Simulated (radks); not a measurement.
# Fractional charge and spin in the 3p shell of iron

An exercise on one series of results from a longer session: the logs are not shown, and one member is left open.

Method: scalar-relativistic Kohn-Sham, PBE, spin-polarised, spherical densities, finite nucleus. Code: radks (a radial shooting solver on a logarithmic mesh, Libxc functionals) version 1.

## Starting point

- element: iron (Z = 26)
- configuration: [Ne] 3s2 3d(up 2.5, down 2.5) 3p(up 3, down 3)
- nuclear rms radius: 3.7377 fm

A shell typed twice in an input gives spin up, then spin down.

The first run:

Settings of this run:

```text
Z 26
configuration [Ne] 3s2 3d2.5 3d2.5 3p3 3p3
relativity scalar-relativistic
functional pbe,pbe
spin polarised
nucleus finite rms 3.7377 fm
c 137.035999084
```

Steps of the session up to this table: 3p: up 3, down 3.

One table of the session follows, with a row left open; its other results are not shown here.

It belongs to the step «3p: up 3, down 3». Radial moments (bohr):

| level | <r> | outermost maximum (interpolated) | 90 % within | nodes |
| --- | --- | --- | --- | --- |
| 1s | 0.05846 | 0.0383 | 0.104 | 0 |
| 2s | ? | ? | ? | ? |
| 2p | 0.2355 | 0.180 | 0.386 | 0 |
| 3s | 0.8042 | 0.699 | 1.20 | 2 |
| 3p | 0.8449 | 0.710 | 1.30 | 1 |
| 3d | 0.9894 | 0.695 | 1.66 | 0 |

**Question.** Estimate the row for 2s.

**Answer.** <r>: 0.2669; outermost maximum (interpolated): 0.222; 90 % within: 0.414; nodes: 1. In the column «<r>» it lies between 2p (0.2355) and 3s (0.8042).
